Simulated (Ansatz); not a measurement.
# FGeH₃O₂: basis-set convergence

One table from this session's results is given with a row withheld; the runs are named, their logs left out.

Program: Ansatz 0.2.0, Gaussian basis. Level of theory: one geometry, several basis sets. These are calculated values, not measurements.

The runs, in order: PBE0-D4/def2-SVP; ωB97M-V/def2-SVP; PBE0-D4/def2-QZVPP; ωB97M-V/def2-QZVPP; the functionals' def2-TZVPP values are taken from earlier runs.

## Structure used throughout

The geometry comes from an earlier relaxation with PBE0-D4 in a triple-zeta def2 set; it is a stationary point, not always the lowest conformer.

SMILES `[OH][GeH]([OH])[F]`, 7 atoms, charge 0, spin multiplicity 1.

Atoms are counted from 1 here; the program's logs count them from 0.

Bond lengths: O1–Ge2 1.758 Å, O1–H5 0.961 Å, Ge2–O3 1.748 Å, Ge2–F4 1.736 Å, Ge2–H6 1.522 Å, O3–H7 0.961 Å. Angles: Ge2–O1–H5 112.4°, O1–Ge2–O3 108.4°, O1–Ge2–F4 104.7°, O1–Ge2–H6 116.0°, O3–Ge2–F4 110.1°, O3–Ge2–H6 108.9°, F4–Ge2–H6 108.5°, Ge2–O3–H7 112.8°.

Set-up of the first run:

Input file in.yaml:

```yaml
crystal:
  periodic: [false, false, false]
  atoms:
    - {symbol: O, position_ang: [-0.352859, 1.140346, -0.859305]}
    - {symbol: Ge, position_ang: [-0.107514, -0.026789, 0.432380]}
    - {symbol: O, position_ang: [1.518225, -0.656049, 0.307557]}
    - {symbol: F, position_ang: [-1.260287, -1.284458, 0.113190]}
    - {symbol: H, position_ang: [-1.209247, 1.041805, -1.283922]}
    - {symbol: H, position_ang: [-0.331411, 0.485846, 1.847486]}
    - {symbol: H, position_ang: [1.804393, -0.768701, -0.603087]}
basis:
  gaussian: {orbitals: def2-SVP}
hamiltonian: {xc: pbe0, dispersion: d4}
output: {orbitals: {seedname: orbitals}}
```

The run is started by

```sh
ansatz run in.yaml --threads 2 --pin off --events-out ev --progress --plain --max-ram 32768MiB --backend cpu
```

Steps of the session up to this table: PBE0-D4 in def2-SVP; ωB97M-V in def2-SVP; PBE0-D4 in def2-QZVPP; ωB97M-V in def2-QZVPP.

One of the session's tables, all rows but one given; the rest of the session is left out.

It belongs to the step «Functionals by basis». 

| functional | basis | HOMO (eV) | LUMO (eV) |
| --- | --- | --- | --- |
| PBE0-D4 | def2-SVP | -9.18 | 0.48 |
| PBE0-D4 | def2-TZVPP | -9.41 | 0.09 |
| PBE0-D4 | def2-QZVPP | ? | ? |
| ωB97M-V | def2-SVP | -11.59 | 2.38 |
| ωB97M-V | def2-TZVPP | -11.84 | 1.80 |
| ωB97M-V | def2-QZVPP | -11.91 | 1.38 |

Q: Estimate the row for PBE0-D4, def2-QZVPP from the others.

The run gave: HOMO (eV): -9.47; LUMO (eV): -0.14. In the column «HOMO (eV)» it lies between ωB97M-V, def2-SVP (-11.59) and PBE0-D4, def2-TZVPP (-9.41).
